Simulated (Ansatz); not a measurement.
Write a Python script for the Python package of Ansatz (0.2.0) that makes a ladder of methods at one geometry of BClH4OSi, SMILES [SiH3]OBCl. Level of theory (for the species named): MP2, cc-pVDZ basis, multiplicity 1. The script varies method: mp2, ccsd, ccsd_t.

`bclh4osi.xyz`
```text
8

Si   -0.27060    0.99170   -0.31800
O    -0.52920   -0.62600   -0.73390
B     0.11530   -1.37160    0.31280
Cl    1.96530   -1.92430    0.09700
H    -0.97620    1.85800   -1.36760
H    -0.93200    1.33900    0.97640
H     1.13940    1.38080   -0.29510
H    -0.41990   -1.70470    1.27270
```

The script, `methods.py`:
```python
"""One geometry of BClH4OSi, method by method."""

import ansatz as az

mol = az.Crystal.molecule_from_extxyz("bclh4osi.xyz")

model = mol.calculation().basis(gaussian="cc-pVDZ").accuracy("high")

methods = ["mp2", "ccsd", "ccsd_t"]
reports = [model.correlation(m).run(threads=1, pin="off").report for m in methods]
print(f"Hartree-Fock reference {reports[0]['reference_energy_ev'] / 27.211386246:.6f} Ha")
best = reports[-1]["free_energy_ev"] - reports[-1]["reference_energy_ev"]
for method, each in zip(methods, reports):
    gained = each["free_energy_ev"] - each["reference_energy_ev"]
    print(f"{method:8s} total {each['free_energy_ev'] / 27.211386246:.6f} Ha  correlation {gained:9.4f} eV  ({100 * gained / best:.1f} % of the last)")
```

Running `python methods.py` prints:
```text
Hartree-Fock reference -850.399320 Ha
mp2      total -850.906458 Ha  correlation  -13.7999 eV  (89.7 % of the last)
ccsd     total -850.950192 Ha  correlation  -14.9900 eV  (97.4 % of the last)
ccsd_t   total -850.964875 Ha  correlation  -15.3895 eV  (100.0 % of the last)
```

Caveats:
- These settings explore the input space; basis and method may be short of convergence.
- The geometry is a force-field or estimated start, not a minimum of this method, and the basis set is short of its limit. A lower total doesn't mark the better method: functionals have no common bound, and MP2 and coupled cluster aren't variational.
- Inner cores stay frozen, so this is valence correlation.
- For Al to Cl the sets with a tight d function, cc-pV(X+d)Z, are usual.
- Wall time of the script: 34 s on 1 thread of Arm Neoverse V2, on a shared host, peak memory 0.5 GiB.

(Lines on the test bed's own set-up are left out of the output.)
